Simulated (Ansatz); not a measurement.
# SnI2Cl2: up Jacob's ladder to CCSD(T)

Aim: compute SnI2Cl2 with functionals from several rungs and with coupled cluster. The yardstick is the atomisation energy at the CCSD(T) limit.

Method: functionals in def2-TZVPP, the program's frozen cores in correlated methods; program: Ansatz 0.2.0, Gaussian basis.

Plan: LDA (SPW92), PBE-D4, revPBE-D4, BLYP-D4, r2SCAN-D4, B97M-V, PBE0-D4, B3LYP-D4, r2SCANh-D4, r2SCAN0-D4, HSE06-D4, BHLYP-D4, CAM-B3LYP-D4, LC-ωPBE, ωB97X-V, ωB97M-V, B2PLYP, PBE-QIDH; CCSD(T)/def2-SVP; CCSD(T)/def2-TZVPP; MP2/def2-QZVPP; extrapolation to the limit; RPA on PBE.

### 1 Structure used throughout

The geometry comes from an earlier relaxation with PBE0-D4 in a triple-zeta def2 set; it is a stationary point. Sn, I take the def2 core potential; no spin-orbit term is included.

SMILES `[Cl][Sn]([Cl])([I])[I]`, 5 atoms, charge 0, spin multiplicity 1.

Atoms are counted from 1 here; the program's logs count them from 0.

Bond lengths: Cl1–Sn2 2.305 Å, Sn2–Cl3 2.305 Å, Sn2–I4 2.646 Å, Sn2–I5 2.646 Å. Angles: Cl1–Sn2–Cl3 106.6°, Cl1–Sn2–I4 109.4°, Cl1–Sn2–I5 109.4°, Cl3–Sn2–I4 109.4°, Cl3–Sn2–I5 109.4°, I4–Sn2–I5 112.5°.

### 2 LDA

This LDA is Slater exchange with PW92 correlation.

Contents of in.yaml:

```yaml
crystal:
  periodic: [false, false, false]
  atoms:
    - {symbol: Cl, position_ang: [-0.446926, -0.467767, 2.228072]}
    - {symbol: Sn, position_ang: [0.028242, -0.037726, 0.014177]}
    - {symbol: Cl, position_ang: [1.863877, -1.321495, -0.528448]}
    - {symbol: I, position_ang: [-2.027162, -0.768652, -1.482507]}
    - {symbol: I, position_ang: [0.631869, 2.522038, -0.272595]}
basis:
  gaussian: {orbitals: def2-TZVPP}
hamiltonian: {xc: lda}
output: {orbitals: {seedname: orbitals}}
```

Run with:

```
> ansatz run in.yaml --threads 8 --pin off --events-out ev --progress --plain --max-ram 20889MiB
```

After this run come: PBE-D4 (GGA); revPBE-D4 (GGA); BLYP-D4 (GGA); r2SCAN-D4 (meta-GGA); B97M-V (meta-GGA); B3LYP-D4 (hybrid); r2SCANh-D4 (hybrid); r2SCAN0-D4 (hybrid); HSE06-D4 (hybrid); BHLYP-D4 (hybrid); CAM-B3LYP-D4 (range-separated); LC-ωPBE (range-separated); ωB97X-V (range-separated); ωB97M-V (range-separated); B2PLYP (double hybrid); PBE-QIDH (double hybrid); CCSD(T) in def2-SVP; CCSD(T) in def2-TZVPP; MP2 in def2-QZVPP; RPA on PBE orbitals.

**Question.** What will the summary of the whole plan be? Wanted: atomisation energy, CCSD(T)/CBS; farthest beyond LDA; mean size of error, GGA; mean size of error, meta-GGA; mean size of error, hybrid; mean size of error, range-separated; mean size of error, double hybrid; gap, smallest and largest; T1 diagnostic.

**Answer**, as computed:

| quantity | value |
| --- | --- |
| atomisation energy, CCSD(T)/CBS | 1187.4 kJ/mol |
| functionals within 11.9 kJ/mol (1.0 %) | PBE-D4 |
| farthest beyond LDA | BHLYP-D4 (-104.0 kJ/mol) |
| mean size of error, GGA | 49.3 kJ/mol |
| mean size of error, meta-GGA | 22.3 kJ/mol |
| mean size of error, hybrid | 57.7 kJ/mol |
| mean size of error, range-separated | 71.2 kJ/mol |
| mean size of error, double hybrid | 66.1 kJ/mol |
| gap, smallest and largest | 2.73 eV (LDA (SPW92)), 9.38 eV (LC-ωPBE) |
| T1 diagnostic | 0.0097 |
| triples share of the correlation energy | 2.9 % |

What this shows: The LDA atomisation energy is off by 174.2 kJ/mol (15 %): it overbinds. PBE-D4 misses by -7.3 kJ/mol. Double hybrids carry the basis error of their MP2 part in triple zeta, and no dispersion term here, so their miss is partly the set-up's. Taken by rung, meta-GGA functionals do best (22.3 kJ/mol on average) and range-separated ones worst beyond LDA (71.2 kJ/mol). RPA and LDA stand outside this count. Misses under about 11.9 kJ/mol are within the doubt on the reference itself, which lacks core-valence correlation, spin-orbit coupling and higher excitations, and its outer-core shells are covered unevenly. All levels share the lack of spin-orbit coupling, which lowers the free heavy atoms and so the true binding. Hartree-Fock recovers 63 % of the binding; the rest is correlation. CCSD(T) in def2-SVP is off by -189.0 kJ/mol, which most functionals beat. Orbital gaps span 2.7 to 9.4 eV; exact exchange widens them. Correlated methods include outer-core shells of I, Sn, which these sets cover unevenly.
